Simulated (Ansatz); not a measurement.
# AlHBr₂: small, medium and large basis sets

Aim: see how fast density functionals converge with the basis set for AlHBr₂.

Program: Ansatz 0.2.0, Gaussian basis. Level of theory: one geometry, several basis sets. These are calculated values, not measurements.

Levels to be run: PBE0-D4/def2-SVP; ωB97M-V/def2-SVP; PBE0-D4/def2-QZVPP; ωB97M-V/def2-QZVPP; the functionals' def2-TZVPP values are taken from earlier runs.

**1. The relaxed structure**

The geometry comes from an earlier relaxation with PBE0-D4 in a triple-zeta def2 set; it is a stationary point.

SMILES `[Br][AlH][Br]`, 4 atoms, charge 0, spin multiplicity 1.

Atoms are counted from 1 here; the program's logs count them from 0.

Bond lengths: Br1–Al2 2.241 Å, Al2–Br3 2.241 Å, Al2–H4 1.565 Å. Angles: Br1–Al2–Br3 118.4°, Br1–Al2–H4 120.8°, Br3–Al2–H4 120.8°.

Geometry (Å):

```xyz
4

Br   -2.0306    0.1142   -0.6694
Al    0.1086    0.1407   -0.0015
Br    1.0554   -1.7930    0.6211
H     0.9222    1.4778    0.0295
```

**2. PBE0-D4 in def2-SVP**

in.yaml

```yaml
crystal:
  periodic: [false, false, false]
  atoms:
    - {symbol: Br, position_ang: [-2.030640, 0.114174, -0.669428]}
    - {symbol: Al, position_ang: [0.108595, 0.140700, -0.001479]}
    - {symbol: Br, position_ang: [1.055386, -1.792968, 0.621067]}
    - {symbol: H, position_ang: [0.922159, 1.477796, 0.029540]}
basis:
  gaussian: {orbitals: def2-SVP}
hamiltonian: {xc: pbe0, dispersion: d4}
output: {orbitals: {seedname: orbitals}}
```

After this run come: ωB97M-V in def2-SVP; PBE0-D4 in def2-QZVPP; ωB97M-V in def2-QZVPP.

Q: Predict the results of all the runs planned. Wanted: PBE0-D4: double and triple zeta above quadruple; ωB97M-V: double and triple zeta above quadruple.

The runs gave:

| quantity | value |
| --- | --- |
| PBE0-D4: double and triple zeta above quadruple | 22.39, 3.06 eV |
| ωB97M-V: double and triple zeta above quadruple | 22.18, 2.95 eV |

**Reading.** PBE0-D4 gains 19.33 eV from double to triple zeta, then 3.06 eV more. Total energies overstate the basis error of differences, where much of it tends to cancel.
